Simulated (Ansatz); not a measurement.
# YBe2Al2Au: one candidate of a structure search

Aim: relax a trial structure of YBe2Al2Au and see where it ends.

Program: Ansatz 0.2.0. Level of theory: DFT PBE, scalar-relativistic, plane waves, PAW. These are calculated values, not measurements.

**1. Starting point**

It takes space group P4/mmm (No. 123, tetragonal). The conventional cell has a = 3.940 Å, b = 3.940 Å, c = 5.184 Å, α = 90.00°, β = 90.00°, γ = 90.00°. Around Y (site symmetry 4/mmm) lie 2 Au at 2.59 Å. Be (site symmetry mmm) has 2 Au at 1.97 Å as nearest neighbours. Around Al (site symmetry 4mm) lie 1 Al at 2.38 Å and 4 Be at 2.42 Å. Around Au (site symmetry 4/mmm) lie 4 Be at 1.97 Å.

Coordinates:

```xyz
6
Lattice="3.9398 0.0000 0.0000 0.0000 3.9398 0.0000 0.0000 0.0000 5.1839" Properties=species:S:1:pos:R:3 pbc="T T T"
Y     0.0000    0.0000    2.5919
Be    0.0000    1.9699    0.0000
Be    1.9699    0.0000    0.0000
Al    1.9699    1.9699    1.4036
Al    1.9699    1.9699    3.7803
Au    0.0000    0.0000    0.0000
```

Recipe of the guess: species swapped into a database cell of DyCr2Si2C (P4/mmm, No. 123), with Y on the Dy sites, Be on the Cr sites, Al on the Si sites and Au on the C sites. Lengths come from tabulated atomic sizes and are only a guess.

**2. The guess as it stands, on a coarse mesh**

Contents of input.yaml:

```yaml
crystal:
  lattice:
    - [3.93978013, 0.0, 0.0]
    - [0.0, 3.93978013, 0.0]
    - [0.0, 0.0, 5.18388656]
  atoms:
    - { symbol: "Y", position: [0.0, 0.0, 0.5] }
    - { symbol: Be, position: [0.0, 0.5, 0.0] }
    - { symbol: Be, position: [0.5, 0.0, 0.0] }
    - { symbol: Al, position: [0.5, 0.5, 0.27075699] }
    - { symbol: Al, position: [0.5, 0.5, 0.72924301] }
    - { symbol: Au, position: [0.0, 0.0, 0.0] }
basis:
  ecutwfc: 420
kpoints:
  mp_grid: { grid: [4, 4, 4] }
hamiltonian:
  xc: pbe
scf:
  occupations: { method: gaussian, width: 0.1 }
  lower_state_search: "off"
output:
  forces: true
  stress: true
  eigenvalues: true
```

Launch:

```bash
$ ansatz run input.yaml --threads 1 --pin off --max-ram 2048MiB --backend cpu --events-out ev --progress --plain --runs-dir out
```

The session goes on with these runs: coarse relaxation; relaxation on the finer mesh.

What does the calculation give? Wanted: conventional cell; volume; energy over the elements; gap on the mesh.

The runs gave:

```
                              quantity                                                                      value
symmetry at the end (tolerance 0.05 Å)                                               space group P4/mmm (No. 123)
                     conventional cell  a = 4.379 Å, b = 4.379 Å, c = 5.701 Å, α = 90.00°, β = 90.00°, γ = 90.00°
                                volume                                                              18.22 Å³/atom
              energy over the elements                                                              +0.03 eV/atom
                       gap on the mesh                                                               none (metal)
```

The space group P4/mmm (No. 123) is kept, and the volume per atom grows by 35.8 % from the first guess. The formation energy of this structure is too near zero to say whether it is bound against the elements. No finished test with a distortion of lower symmetry is shown, so the end may be a saddle point. The runs treat Au without spin-orbit coupling.
